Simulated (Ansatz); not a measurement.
Here is an Ansatz 0.2.0 calculation.

input.yaml

```yaml
crystal:
  lattice:
    - [2.811153, 0.0, 0.0]
    - [0.0, 2.811153, 0.0]
    - [0.0, 0.0, 2.83926453]
  atoms:
    - { symbol: Be, position: [0.5, 0.5, 0.5] }
    - { symbol: Li, position: [0.0, 0.0, 0.0] }
kpoints:
  mp_grid: { grid: [9, 9, 9] }
scf:
  occupations: { method: fermi_dirac, width: 0.05 }
hamiltonian:
  xc: pbe
  pseudopotentials: { kind: all_electron, lapw: { basis_error: 0.001 } }
output:
  forces: true
  stress: true
  eigenvalues: true
```

Potentials or basis: all-electron LAPW, scalar-relativistic.

Run with:

```bash
$ ansatz run input.yaml --threads 1 --pin off --max-ram 3072MiB --backend cpu --events-out ev --progress --plain --runs-dir out
```

(1) Estimate the pressure.

(2) Estimate the band gap on the k mesh.

Answers

(1) -0.1 GPa.

(2) none (metal or under the smearing width).
